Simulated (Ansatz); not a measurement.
# ClFH₄Si₃: a ladder of functionals and wavefunction methods

An exercise on one series of results from a longer session: the logs are not shown, and one member is left open.

The runs use Ansatz 0.2.0, Gaussian basis; functionals in def2-TZVPP, the program's frozen cores in correlated methods.

Plan: LDA (SPW92), PBE-D4, revPBE-D4, BLYP-D4, r2SCAN-D4, B97M-V, PBE0-D4, B3LYP-D4, r2SCANh-D4, r2SCAN0-D4, HSE06-D4, BHLYP-D4, CAM-B3LYP-D4, LC-ωPBE, ωB97X-V, ωB97M-V, B2PLYP, PBE-QIDH; CCSD(T)/def2-SVP; CCSD(T)/def2-TZVPP; MP2/def2-QZVPP; extrapolation to the limit; RPA on PBE.

## The relaxed structure

An earlier PBE0-D4 in a triple-zeta def2 set relaxation fixed the geometry.

SMILES `F[Si@H]1[SiH2][Si@@H]1Cl`, 9 atoms, charge 0, spin multiplicity 1.

Atoms are counted from 1 here; the program's logs count them from 0.

Bond lengths: F1–Si2 1.599 Å, Si2–Si3 2.331 Å, Si2–Si4 2.284 Å, Si2–H6 1.485 Å, Si3–Si4 2.363 Å, Si3–H7 1.485 Å, Si3–H8 1.485 Å, Si4–Cl5 2.052 Å, Si4–H9 1.485 Å. Angles: F1–Si2–Si3 131.0°, F1–Si2–Si4 129.7°, F1–Si2–H6 109.8°, Si3–Si2–Si4 61.6°, Si3–Si2–H6 105.6°, Si4–Si2–H6 110.8°, Si2–Si3–Si4 58.2°, Si2–Si3–H7 116.4°, Si2–Si3–H8 124.0°, Si4–Si3–H7 128.1°, Si4–Si3–H8 109.6°, H7–Si3–H8 111.7°, Si2–Si4–Si3 60.2°, Si2–Si4–Cl5 126.8°, Si2–Si4–H9 115.5°, Si3–Si4–Cl5 130.8°, Si3–Si4–H9 104.9°, Cl5–Si4–H9 110.0°.

The first run:

in.yaml

```yaml
crystal:
  periodic: [false, false, false]
  atoms:
    - {symbol: F, position_ang: [-1.265761, -0.360081, 2.442421]}
    - {symbol: Si, position_ang: [-0.429296, 0.290544, 1.245033]}
    - {symbol: Si, position_ang: [1.244899, -0.600661, -0.109842]}
    - {symbol: Si, position_ang: [-0.791570, 0.194580, -1.007771]}
    - {symbol: Cl, position_ang: [-1.180158, 1.774161, -2.259398]}
    - {symbol: H, position_ang: [0.055374, 1.636797, 1.644173]}
    - {symbol: H, position_ang: [2.560320, 0.087727, -0.072965]}
    - {symbol: H, position_ang: [1.390174, -2.048515, -0.408635]}
    - {symbol: H, position_ang: [-1.495381, -1.020753, -1.490115]}
basis:
  gaussian: {orbitals: def2-TZVPP}
hamiltonian: {xc: lda}
output: {orbitals: {seedname: orbitals}}
```

Started as:

```
> ansatz run in.yaml --threads 4 --pin off --events-out ev --progress --plain --max-ram 10444MiB
```

Steps of the session up to this table: LDA; PBE-D4 (GGA); revPBE-D4 (GGA); BLYP-D4 (GGA); r2SCAN-D4 (meta-GGA); B97M-V (meta-GGA); B3LYP-D4 (hybrid); r2SCANh-D4 (hybrid); r2SCAN0-D4 (hybrid); HSE06-D4 (hybrid); BHLYP-D4 (hybrid); CAM-B3LYP-D4 (range-separated); LC-ωPBE (range-separated); ωB97X-V (range-separated); ωB97M-V (range-separated); B2PLYP (double hybrid); PBE-QIDH (double hybrid).

One table of the session follows, with a row left open; its other results are not shown here.

It belongs to the step «Orbital energies across the functionals». 

| functional | HOMO (eV) | LUMO (eV) | gap (eV) |
| --- | --- | --- | --- |
| LDA (SPW92) | -6.31 | -3.03 | 3.28 |
| PBE-D4 | -6.20 | -2.84 | 3.36 |
| revPBE-D4 | -6.15 | -2.75 | 3.40 |
| BLYP-D4 | -6.04 | -2.58 | 3.46 |
| r2SCAN-D4 | -6.42 | -2.68 | 3.75 |
| B97M-V | ? | ? | ? |
| PBE0-D4 | -7.24 | -2.02 | 5.22 |
| B3LYP-D4 | -7.04 | -2.10 | 4.94 |
| r2SCANh-D4 | -6.81 | -2.38 | 4.42 |
| r2SCAN0-D4 | -7.38 | -1.94 | 5.44 |
| HSE06-D4 | -6.85 | -2.39 | 4.46 |
| BHLYP-D4 | -8.14 | -0.96 | 7.19 |
| CAM-B3LYP-D4 | -8.43 | -0.82 | 7.61 |
| LC-ωPBE | -9.69 | 0.17 | 9.86 |
| ωB97X-V | -9.38 | 0.11 | 9.50 |
| ωB97M-V | -9.16 | -0.09 | 9.07 |

Estimate the missing values for B97M-V.

The run gave: HOMO (eV): -6.50; LUMO (eV): -2.75; gap (eV): 3.76. In the column «HOMO (eV)» it lies between r2SCANh-D4 (-6.81) and r2SCAN-D4 (-6.42).
